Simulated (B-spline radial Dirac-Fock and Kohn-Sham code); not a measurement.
**Br⁴⁺: two attempts at the core levels**

Wanted: ΔSCF binding energies of Br⁴⁺ for K, L3 and M5.

Method: Delta-SCF core binding energies without Breit or QED terms under the stated settings; computed with B-spline radial Dirac-Fock and Kohn-Sham code, version 5.

### Step 1. What is computed

Bromine as Br⁴⁺, configuration [Ar] 3d10 4s2 4p1.

| Property | Result |
| --- | --- |
| nuclear charge | 35 |
| electrons | 31 |
| mass number | 79 |
| nuclear rms radius | 4.1629 fm |

Outer shells as boxes (Hund's rule, for the drawing alone; heavy ions are jj-coupled, and the calculation averages over the configuration):

```
[Ar] core
3d [↑↓][↑↓][↑↓][↑↓][↑↓]
4s [↑↓]
4p [↑ ][  ][  ]
```

### Step 2. First attempt

Settings in task.json:

```ini
rel = dirac
method = hf
nuc = fermi
radius_factor = 100.0
rmax = 45.0
h = 0.3
order = 8
points = 10
c_factor = 1.0
maxit = 60
damp = 0.5
ndamp = 3
tol = 1e-08
```

Launch:

```
$ python xray2_run.py task.json out
```

The program writes no log. Results of the run, from its result record (rounded, main fields):

```text
{
  "status": "converged",
  "total_energy [Ha]": -2507.9436098,
  "virial_ratio": 2.037199,
  "iterations": [10, 10, 10, 10],
  "converged": [true, true, true, true],
  "highest_orbital_energy [eV]": -58.75529,
  "holes": ["K", "L3", "M5"],
  "binding [eV]": [12488.01, 1628.708, 135.387],
  "scf_energy [Ha]": [-2504.495311, -2506.856674, -2507.892215, -2507.941265, -2507.942878, -2507.943609, -2507.94361, -2507.94361, -2507.94361, -2507.94361],
  "scf_error": [1.4, 0.38, 0.082, 0.017, 0.0094, 0.00033, 0.00011, 3.7e-06, 5.2e-07, 3.1e-08],
  "cells": 44
}
```

### Step 3. What went wrong

The run converged, but to the answer of an unsound model or basis. The fault: radius_factor inflates the nucleus, as a slip of units would.

The cure is radius_factor = 1.0.

### Step 4. The mended run

Changed: radius_factor = 1.0.

The program writes no log. Results of the run, from its result record (rounded, main fields):

```text
{
  "status": "converged",
  "total_energy [Ha]": -2600.9160764,
  "virial_ratio": 1.974787,
  "iterations": [10, 10, 10, 10],
  "converged": [true, true, true, true],
  "highest_orbital_energy [eV]": -58.29996,
  "holes": ["K", "L3", "M5"],
  "binding [eV]": [13571.68, 1619.403, 133.7312],
  "cells": 60
}
```

### Step 5. Summary of results

```
  quantity                                                         value
 first try                                                     converged
     fault  radius_factor inflates the nucleus, as a slip of units would
      cure                                           radius_factor = 1.0
mended run                     converged (ground state in 10 iterations)
 K binding                                13571.7 eV (first try 12488.0)
L3 binding                                  1619.4 eV (first try 1628.7)
M5 binding                                    133.7 eV (first try 135.4)
```

What this shows: The first try was off by -1083.68 eV for K, +9.30 eV for L3 and +1.66 eV for M5. It gave no warning. The mended values lack Breit and QED terms.
